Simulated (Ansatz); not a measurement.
# EuBi (zincblende): a single-point run

Aim: a sound single-point run of EuBi (zincblende). The structure is shown as the input types it.

Computed with Ansatz 0.2.0 (DFT PBE, scalar-relativistic, plane waves, PAW, unless a step's input says otherwise).

2 further runs of the same task are left out: 1 for a known fault of the program, 1 that didn't finish.

### 1 The structure to begin with

It takes space group F-43m (No. 216, cubic). Conventional cell: a = 7.422 Å, b = 7.422 Å, c = 7.422 Å, α = 90.00°, β = 90.00°, γ = 90.00°. Around Eu (site symmetry -43m) lie 4 Bi at 3.21 Å. Around Bi (site symmetry -43m) lie 4 Eu at 3.21 Å.

Structure file:

```cif
data_structure
_symmetry_space_group_name_H-M 'P 1'
_symmetry_Int_Tables_number 1
_cell_length_a 5.2481
_cell_length_b 5.2481
_cell_length_c 5.2481
_cell_angle_alpha 60.000
_cell_angle_beta 60.000
_cell_angle_gamma 60.000
_cell_volume 102.21
loop_
_atom_site_label
_atom_site_type_symbol
_atom_site_fract_x
_atom_site_fract_y
_atom_site_fract_z
_atom_site_occupancy
Eu1 Eu 0.00000 0.00000 0.00000 1
Bi1 Bi 0.25000 0.25000 0.25000 1
```

### 2 The calculation

input.yaml

```yaml
crystal:
  lattice:
    - [0.0, 3.7109348306, 3.7109348306]
    - [3.7109348306, 0.0, 3.7109348306]
    - [3.7109348306, 3.7109348306, 0.0]
  atoms:
    - { symbol: Eu, position: [0.0, 0.0, 0.0], spin: 6.0 }
    - { symbol: Bi, position: [0.25, 0.25, 0.25] }
basis:
  ecutwfc: 420
  ecutrho_ratio: 4
kpoints:
  mp_grid: { grid: [8, 8, 8] }
hamiltonian:
  xc: pbe
scf:
  occupations: { method: fixed }
  max_iter: 50
output:
  forces: true
  stress: true
magnetization:
  spin_polarized: true
```

Run with:

```
> ansatz run input.yaml --threads 2 --pin off --max-ram 2662MiB --backend cpu --events-out ev --progress --plain --runs-dir out
```

What happens when this is run?

The run ended at the input check. It says: «inconsistent input (scf.occupations.method, magnetization): a σ = 0 step fill (method: fixed, or a smearing width below the step floor) with no hard lock on the total moment puts the same N_el/2 bands in each spin channel ...»

In the input, scf.occupations.method is fixed. Integer fillings are wrong where bands cross the Fermi level, and an odd count or a moment must be fixed by hand.

What to do: set scf.occupations.method to gaussian.
